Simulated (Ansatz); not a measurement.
**C₃H₁₀O₄Sn: small, medium and large basis sets**

One table from this session's results is given with a row withheld; the runs are named, their logs left out.

Computed with Ansatz 0.2.0, Gaussian basis. Level: one geometry, several basis sets.

Plan: PBE0-D4/def2-SVP; ωB97M-V/def2-SVP; PBE0-D4/def2-QZVPP; ωB97M-V/def2-QZVPP; the functionals' def2-TZVPP values are taken from earlier runs.

**The relaxed structure**

All runs share one geometry, relaxed beforehand with PBE0-D4 in a triple-zeta def2 set. Sn takes the def2 core potential; no spin-orbit term is included.

18 atoms, charge 0, spin multiplicity 1.

Atoms are counted from 1 here; the program's logs count them from 0.

Bond lengths: C1–O2 1.414 Å, C1–H9 1.097 Å, C1–H10 1.095 Å, C1–H11 1.093 Å, O2–Sn3 1.942 Å, Sn3–O4 1.937 Å, Sn3–O5 1.949 Å, Sn3–O7 1.943 Å, O4–H12 0.961 Å, O5–C6 1.412 Å, C6–H13 1.093 Å, C6–H14 1.096 Å, C6–H15 1.097 Å, O7–C8 1.411 Å, C8–H16 1.097 Å, C8–H17 1.093 Å, C8–H18 1.097 Å. Angles: O2–C1–H9 111.7°, O2–C1–H10 112.6°, O2–C1–H11 107.6°, H9–C1–H10 108.4°, H9–C1–H11 108.1°, H10–C1–H11 108.4°, C1–O2–Sn3 121.2°, O2–Sn3–O4 108.0°, O2–Sn3–O5 105.6°, O2–Sn3–O7 115.3°, O4–Sn3–O5 114.3°, O4–Sn3–O7 105.5°, O5–Sn3–O7 108.3°, Sn3–O4–H12 111.5°, Sn3–O5–C6 120.5°, O5–C6–H13 107.8°, O5–C6–H14 112.0°, O5–C6–H15 112.5° and more.

Coordinates:

```mol
C3H10O4Sn
  3D, bonds by distance, orders not assigned

 18 17  0  0  0  0  0  0  0  0999 V2000
   -0.1130   -1.8972   -1.8958 C   0  0
    1.0460   -1.2227   -1.4470 O   0  0
    0.9236    0.2845   -0.2283 Sn  0  0
    2.4429    1.4421   -0.5510 O   0  0
   -0.8042    1.1111   -0.5898 O   0  0
   -1.2185    2.2516    0.1318 C   0  0
    1.0036   -0.1648    1.6607 O   0  0
   -0.0191   -0.9484    2.2366 C   0  0
   -0.5252   -2.5539   -1.1203 H   0  0
   -0.9007   -1.2092   -2.2202 H   0  0
    0.1749   -2.5183   -2.7479 H   0  0
    2.8769    1.2296   -1.3822 H   0  0
   -2.2506    2.4708   -0.1543 H   0  0
   -0.6057    3.1301   -0.1010 H   0  0
   -1.1934    2.0932    1.2171 H   0  0
    0.0312   -1.9939    1.9085 H   0  0
    0.1168   -0.9280    3.3209 H   0  0
   -1.0231   -0.5655    2.0141 H   0  0
  1  2  8  0
  2  3  8  0
  3  4  8  0
  3  5  8  0
  5  6  8  0
  3  7  8  0
  7  8  8  0
  1  9  8  0
  1 10  8  0
  1 11  8  0
  4 12  8  0
  6 13  8  0
  6 14  8  0
  6 15  8  0
  8 16  8  0
  8 17  8  0
  8 18  8  0
M  END
```

Set-up of the first run:

in.yaml reads:

```yaml
crystal:
  periodic: [false, false, false]
  atoms:
    - {symbol: C, position_ang: [-0.112955, -1.897233, -1.895843]}
    - {symbol: O, position_ang: [1.045971, -1.222696, -1.447021]}
    - {symbol: Sn, position_ang: [0.923636, 0.284490, -0.228273]}
    - {symbol: O, position_ang: [2.442918, 1.442138, -0.550995]}
    - {symbol: O, position_ang: [-0.804235, 1.111092, -0.589830]}
    - {symbol: C, position_ang: [-1.218534, 2.251556, 0.131785]}
    - {symbol: O, position_ang: [1.003603, -0.164812, 1.660704]}
    - {symbol: C, position_ang: [-0.019146, -0.948409, 2.236595]}
    - {symbol: H, position_ang: [-0.525150, -2.553922, -1.120323]}
    - {symbol: H, position_ang: [-0.900693, -1.209190, -2.220243]}
    - {symbol: H, position_ang: [0.174942, -2.518344, -2.747949]}
    - {symbol: H, position_ang: [2.876857, 1.229631, -1.382201]}
    - {symbol: H, position_ang: [-2.250600, 2.470815, -0.154268]}
    - {symbol: H, position_ang: [-0.605703, 3.130139, -0.101011]}
    - {symbol: H, position_ang: [-1.193427, 2.093237, 1.217056]}
    - {symbol: H, position_ang: [0.031220, -1.993876, 1.908493]}
    - {symbol: H, position_ang: [0.116841, -0.927989, 3.320948]}
    - {symbol: H, position_ang: [-1.023146, -0.565527, 2.014075]}
basis:
  gaussian: {orbitals: def2-SVP}
hamiltonian: {xc: pbe0, dispersion: d4}
output: {orbitals: {seedname: orbitals}}
```

Run with:

```console
$ ansatz run in.yaml --threads 4 --pin off --events-out ev --progress --plain --max-ram 41984MiB --backend cpu
```

Among the steps run: PBE0-D4 in def2-SVP; ωB97M-V in def2-SVP; PBE0-D4 in def2-QZVPP; ωB97M-V in def2-QZVPP.

One table of the session follows, with a row left open; its other results are not shown here.

It belongs to the step «Density functionals: the series». 

```
functional       basis  HOMO (eV)
   PBE0-D4    def2-SVP      -7.85
   PBE0-D4  def2-TZVPP      -8.01
   PBE0-D4  def2-QZVPP          ?
   ωB97M-V    def2-SVP     -10.23
   ωB97M-V  def2-TZVPP     -10.41
   ωB97M-V  def2-QZVPP     -10.44
```

**Question.** Estimate the row for PBE0-D4, def2-QZVPP.

The run gave: HOMO (eV): -8.04. In the column «HOMO (eV)» it lies between ωB97M-V, def2-SVP (-10.23) and PBE0-D4, def2-TZVPP (-8.01).
